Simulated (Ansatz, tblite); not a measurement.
**RuO3S (RuSO₃): one state, many levels**

An exercise on one series of results from a longer session: the logs are not shown, and one member is left open.

The runs use Ansatz 0.2.0, Gaussian basis; as each input shows.

Plan: GFN1-xTB, GFN2-xTB, PBE-D4/def2-TZVP, r2SCAN-D4/def2-TZVP, r2SCANh-D4/def2-TZVP, B97M-V/def2-TZVP, HF/def2-TZVP, PBE-QIDH/def2-TZVP, ωB97M-V/def2-TZVP, LDA/def2-TZVP, BHLYP-D4/def2-TZVP, LC-ωPBE(0.10)/def2-TZVP, LC-ωPBE(0.15)/def2-TZVP, LC-ωPBE(0.20)/def2-TZVP, LC-ωPBE(0.30)/def2-TZVP, PBE-D4/def2-SVP, PBE0-D4/def2-SVP, CCSD(T)/def2-TZVPP, MP2/def2-TZVP, RPA/def2-TZVP.

1 further run of the same task is left out (set aside as unsound or not needed). Runs told in other sessions of the task aren't counted.

### The structure

The geometry is that of the singlet, from an earlier relaxation (B3LYP-D4/def2-SVP).

5 atoms, charge 0, spin multiplicity 1.

Bond lengths: Ru1–O2 1.684 Å, Ru1–O3 1.684 Å, Ru1–O4 1.684 Å, Ru1–S5 2.100 Å. Angles: O2–Ru1–O3 110.1°, O2–Ru1–O4 110.1°, O2–Ru1–S5 108.8°, O3–Ru1–O4 110.1°, O3–Ru1–S5 108.8°, O4–Ru1–S5 108.8°.

As a file:

```xyz
5

Ru    0.0446    0.0768    0.0320
O     0.0460    0.0416    1.7154
O     1.6249    0.0682   -0.5492
O    -0.7678    1.4451   -0.5184
S    -0.9476   -1.6316   -0.6798
```

Formally the metal is d0. Ru takes a core potential in the def2 sets. No spin-orbit coupling is included.

PBE0-D4/def2-TZVP was run before; its log isn't repeated, and its numbers join the tables.

The first run:

Tight binding, by tblite at 300 K electronic temperature and without a spin-polarisation term:

```python
tblite.interface.Calculator('GFN1-xTB', numbers, positions, charge=0, uhf=0).singlepoint()
```

Tight binding, by tblite at 300 K electronic temperature and without a spin-polarisation term:

```python
tblite.interface.Calculator('GFN2-xTB', numbers, positions, charge=0, uhf=0).singlepoint()
```

start.molden holds the orbitals of an earlier run on this state, given as this run's starting guess.

Input file in.yaml:

```yaml
crystal:
  periodic: [false, false, false]
  atoms:
    - {symbol: Ru, position_ang: [0.044577, 0.076755, 0.031977]}
    - {symbol: O, position_ang: [0.046024, 0.041576, 1.715419]}
    - {symbol: O, position_ang: [1.624883, 0.068150, -0.549203]}
    - {symbol: O, position_ang: [-0.767833, 1.445083, -0.518371]}
    - {symbol: S, position_ang: [-0.947641, -1.631554, -0.679823]}
basis:
  gaussian: {orbitals: def2-TZVP, initial_orbitals: start.molden}
hamiltonian: {xc: pbe, dispersion: d4}
scf: {omitted_lower_state_checks: [starts]}
output: {orbitals: {seedname: orbitals}}
```

Command:

```bash
ansatz run in.yaml --threads 4 --pin off --events-out ev --progress --plain --max-ram 3916MiB
```

Steps of the session up to this table: PBE-D4/def2-TZVP; r2SCAN-D4/def2-TZVP; r2SCANh-D4/def2-TZVP; B97M-V/def2-TZVP; HF/def2-TZVP; PBE-QIDH/def2-TZVP; ωB97M-V/def2-TZVP; LDA/def2-TZVP; BHLYP-D4/def2-TZVP; LC-ωPBE(0.10)/def2-TZVP; LC-ωPBE(0.15)/def2-TZVP; LC-ωPBE(0.20)/def2-TZVP; LC-ωPBE(0.30)/def2-TZVP; PBE-D4/def2-SVP; PBE0-D4/def2-SVP; CCSD(T)/def2-TZVPP; MP2/def2-TZVP; RPA/def2-TZVP.

One of the session's tables, all rows but one given; the rest of the session is left out.

It belongs to the step «Binding energy». 

```
               level  binding an atom (eV)
        HF/def2-TZVP                -0.273
       HF/def2-TZVPP                -0.209
       LDA/def2-TZVP                 5.152
     PBE-D4/def2-SVP                 4.299
    PBE-D4/def2-TZVP                 4.274
 r2SCAN-D4/def2-TZVP                 3.898
    B97M-V/def2-TZVP                 3.665
r2SCANh-D4/def2-TZVP                 3.574
    PBE0-D4/def2-SVP                     ?
   PBE0-D4/def2-TZVP                 3.385
  BHLYP-D4/def2-TZVP                 2.400
   ωB97M-V/def2-TZVP                 3.213
  PBE-QIDH/def2-TZVP                 3.552
       RPA/def2-TZVP                 3.403
       MP2/def2-TZVP                 4.790
     CCSD/def2-TZVPP                 2.790
  CCSD(T)/def2-TZVPP                 3.486
```

Q: Estimate the row for PBE0-D4/def2-SVP from the others.

**Answer.** binding an atom (eV): 3.355. In the column «binding an atom (eV)» it lies between ωB97M-V/def2-TZVP (3.213) and PBE0-D4/def2-TZVP (3.385).

To keep in mind: Free atoms were run apart at each level; binding is atoms less cluster, divided by the number of atoms, without zero-point or spin-orbit terms.
